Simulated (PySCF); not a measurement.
The system is O2C2NH3, in a box.

```
O C N H
1.0
    12.00000    0.00000    0.00000
     0.00000   13.00000    0.00000
     0.00000    0.00000   11.00000
O C N H
2 2 1 3
Direct
  0.39568 0.59655 0.50656
  0.57039 0.53619 0.48760
  0.45882 0.51028 0.49281
  0.41725 0.41271 0.52866
  0.41912 0.42593 0.41441
  0.43088 0.65068 0.46060
  0.60923 0.48248 0.44490
  0.39294 0.35255 0.59177
```

Program: PySCF 2.14.0. Alike in all runs: task atomic charges; potentials or basis def2-svp (all-electron); no spin polarisation; cell as given; k mesh 1 × 1 × 1; smearing fixed.

Task: Order these runs on this cell by their band gap on the k mesh, lowest first.
A. level PBE50; exxdiv ewald
B. level TPSS+D3; three-body dispersion term no
C. level BP86+D3(BJM); three-body dispersion term no
D. level rSCAN+D3(BJ); three-body dispersion term no

Result: C (3.70 eV), B (3.92 eV), D (4.11 eV), A (9.05 eV).

Caveats: this is a molecule in a periodic box at the Γ point, so its band gap is the HOMO-LUMO gap; the basis of atomic orbitals isn't converged, which shifts pressures, moduli and gaps; these D3(BJ) parameters were fitted with the three-body term, which the run leaves out (some runs).

A k mesh can miss the band edges.

Not every run made on this cell is shown here.
